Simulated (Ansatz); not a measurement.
# As: the cost of one run

Method: DFT PBEsol, scalar-relativistic, plane waves, PAW, in Ansatz 0.2.0.

## 1. The structure to begin with

It takes space group P6_3/mmc (No. 194, hexagonal). The conventional cell has a = 3.130 Å, b = 3.130 Å, c = 5.081 Å, α = 90.00°, β = 90.00°, γ = 120.00°. As (site symmetry -6m2) has 12 As at 3.12 to 3.13 Å as nearest neighbours.

Coordinates:

```cif
data_structure
_symmetry_space_group_name_H-M 'P6_3/mmc'
_symmetry_Int_Tables_number 194
_cell_length_a 3.1304
_cell_length_b 3.1304
_cell_length_c 5.0809
_cell_angle_alpha 90.000
_cell_angle_beta 90.000
_cell_angle_gamma 120.000
_cell_volume 43.12
loop_
_atom_site_label
_atom_site_type_symbol
_atom_site_symmetry_multiplicity
_atom_site_Wyckoff_symbol
_atom_site_fract_x
_atom_site_fract_y
_atom_site_fract_z
_atom_site_occupancy
As1 As 2 c 0.33333 0.66667 0.25000 1
```

This is candidate A: hcp type (P6_3/mmc, No. 194).

(A quick probe on a coarse mesh, which set the mesh and smearing, is not shown.)

## 3. Coarse relaxation (candidate A)

The input, input.yaml:

```yaml
crystal:
  lattice:
    - [3.130444409, 0.0, 0.0]
    - [-1.5652222045, 2.7110443833, 0.0]
    - [0.0, 0.0, 5.0808770626]
  atoms:
    - { symbol: As, position: [0.3333333333, 0.6666666667, 0.25] }
    - { symbol: As, position: [0.6666666667, 0.3333333333, 0.75] }
basis:
  ecutwfc: 420
kpoints:
  mp_grid: { grid: [6, 6, 4] }
hamiltonian:
  xc: pbesol
scf:
  occupations: { method: gaussian, width: 0.1 }
  lower_state_search: "off"
output:
  forces: true
  stress: true
  eigenvalues: true
relax:
  adjacent_minimum: "off"
  f_tol: 0.04
  max_steps: 70
  cell: { stress_tol: 0.4 }
```

**Question.** How long does this run take on 1 thread of an x86-64 CPU, shared host, and how much memory does it need?

About 7 s, with a peak of 0.36 GiB.
